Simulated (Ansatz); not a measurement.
# C₆H₁₅As: up Jacob's ladder to CCSD(T)

The task here is to estimate one member of a computed series from the others.

Method: functionals in def2-TZVPP, the program's frozen cores in correlated methods; program: Ansatz 0.2.0, Gaussian basis.

Plan: LDA (SPW92), PBE-D4, revPBE-D4, BLYP-D4, r2SCAN-D4, B97M-V, PBE0-D4, B3LYP-D4, r2SCANh-D4, r2SCAN0-D4, HSE06-D4, BHLYP-D4, CAM-B3LYP-D4, LC-ωPBE, ωB97X-V, ωB97M-V, B2PLYP, PBE-QIDH; CCSD(T)/def2-SVP; CCSD(T)/def2-TZVPP; MP2/def2-QZVPP; extrapolation to the limit; RPA on PBE.

## The geometry

All runs share one geometry, relaxed beforehand with PBE0-D4 in a triple-zeta def2 set.

SMILES `CC[As](C)C(C)C`, 22 atoms, charge 0, spin multiplicity 1.

Atoms are counted from 1 here; the program's logs count them from 0.

Bond lengths: C1–C2 1.519 Å, C1–H8 1.093 Å, C1–H9 1.093 Å, C1–H10 1.094 Å, C2–As3 1.975 Å, C2–H11 1.093 Å, C2–H12 1.094 Å, As3–C4 1.966 Å, As3–C5 1.986 Å, C4–H13 1.090 Å, C4–H14 1.092 Å, C4–H15 1.091 Å, C5–C6 1.519 Å, C5–C7 1.519 Å, C5–H16 1.096 Å, C6–H17 1.094 Å, C6–H18 1.095 Å, C6–H19 1.092 Å and more. Angles: C2–C1–H8 111.3°, C2–C1–H9 111.7°, C2–C1–H10 111.3°, H8–C1–H9 107.5°, H8–C1–H10 107.6°, H9–C1–H10 107.2°, C1–C2–As3 112.5°, C1–C2–H11 110.2°, C1–C2–H12 111.2°, As3–C2–H11 106.7°, As3–C2–H12 108.5°, H11–C2–H12 107.4°, C2–As3–C4 96.9°, C2–As3–C5 97.5°, C4–As3–C5 97.6°, As3–C4–H13 109.7°, As3–C4–H14 111.3°, As3–C4–H15 109.2° and more.

Set-up of the first run:

Contents of in.yaml:

```yaml
crystal:
  periodic: [false, false, false]
  atoms:
    - {symbol: C, position_ang: [-1.011953, -2.886757, 0.126826]}
    - {symbol: C, position_ang: [0.014087, -1.770340, 0.042754]}
    - {symbol: As, position_ang: [-0.780880, -0.052056, -0.521029]}
    - {symbol: C, position_ang: [-1.728302, 0.330549, 1.159033]}
    - {symbol: C, position_ang: [0.809858, 1.091070, -0.191786]}
    - {symbol: C, position_ang: [1.878290, 0.807302, -1.234239]}
    - {symbol: C, position_ang: [0.410135, 2.556807, -0.196765]}
    - {symbol: H, position_ang: [-1.526108, -3.026420, -0.827689]}
    - {symbol: H, position_ang: [-1.773409, -2.679301, 0.882704]}
    - {symbol: H, position_ang: [-0.542301, -3.837912, 0.392392]}
    - {symbol: H, position_ang: [0.782103, -2.018768, -0.694093]}
    - {symbol: H, position_ang: [0.517481, -1.622314, 1.003272]}
    - {symbol: H, position_ang: [-2.173063, 1.324814, 1.112334]}
    - {symbol: H, position_ang: [-1.053359, 0.274082, 2.016186]}
    - {symbol: H, position_ang: [-2.535262, -0.391575, 1.288768]}
    - {symbol: H, position_ang: [1.187104, 0.820216, 0.801160]}
    - {symbol: H, position_ang: [1.506621, 1.014410, -2.242455]}
    - {symbol: H, position_ang: [2.755778, 1.441594, -1.070883]}
    - {symbol: H, position_ang: [2.215316, -0.231342, -1.209951]}
    - {symbol: H, position_ang: [-0.312435, 2.790266, 0.588123]}
    - {symbol: H, position_ang: [1.285166, 3.196141, -0.039659]}
    - {symbol: H, position_ang: [-0.034264, 2.839534, -1.156101]}
basis:
  gaussian: {orbitals: def2-TZVPP}
hamiltonian: {xc: lda}
output: {orbitals: {seedname: orbitals}}
```

Steps of the session up to this table: LDA; PBE-D4 (GGA); revPBE-D4 (GGA); BLYP-D4 (GGA); r2SCAN-D4 (meta-GGA); B97M-V (meta-GGA); PBE0-D4 (hybrid); B3LYP-D4 (hybrid); r2SCANh-D4 (hybrid); r2SCAN0-D4 (hybrid); HSE06-D4 (hybrid); BHLYP-D4 (hybrid); CAM-B3LYP-D4 (range-separated); LC-ωPBE (range-separated); ωB97X-V (range-separated); ωB97M-V (range-separated); B2PLYP (double hybrid); PBE-QIDH (double hybrid).

One table of the session follows, with a row left open; its other results are not shown here.

It belongs to the step «Orbital energies across the functionals». 

```
  functional  HOMO (eV)  LUMO (eV)  gap (eV)
 LDA (SPW92)      -5.42      -0.12      5.30
      PBE-D4      -5.28       0.12      5.40
   revPBE-D4          ?          ?         ?
     BLYP-D4      -5.16       0.19      5.35
   r2SCAN-D4      -5.49       0.47      5.96
      B97M-V      -5.58       0.25      5.83
     PBE0-D4      -6.32       0.94      7.26
    B3LYP-D4      -6.16       0.67      6.83
  r2SCANh-D4      -5.88       0.75      6.63
  r2SCAN0-D4      -6.47       1.16      7.63
    HSE06-D4      -5.93       0.57      6.50
    BHLYP-D4      -7.29       1.68      8.96
CAM-B3LYP-D4      -7.61       1.83      9.44
     LC-ωPBE      -8.87       3.06     11.93
     ωB97X-V      -8.57       2.85     11.42
     ωB97M-V      -8.48       2.52     11.00
```

Estimate the missing values for revPBE-D4.

As computed: HOMO (eV): -5.22; LUMO (eV): 0.23; gap (eV): 5.45. In the column «HOMO (eV)» it lies between PBE-D4 (-5.28) and BLYP-D4 (-5.16).
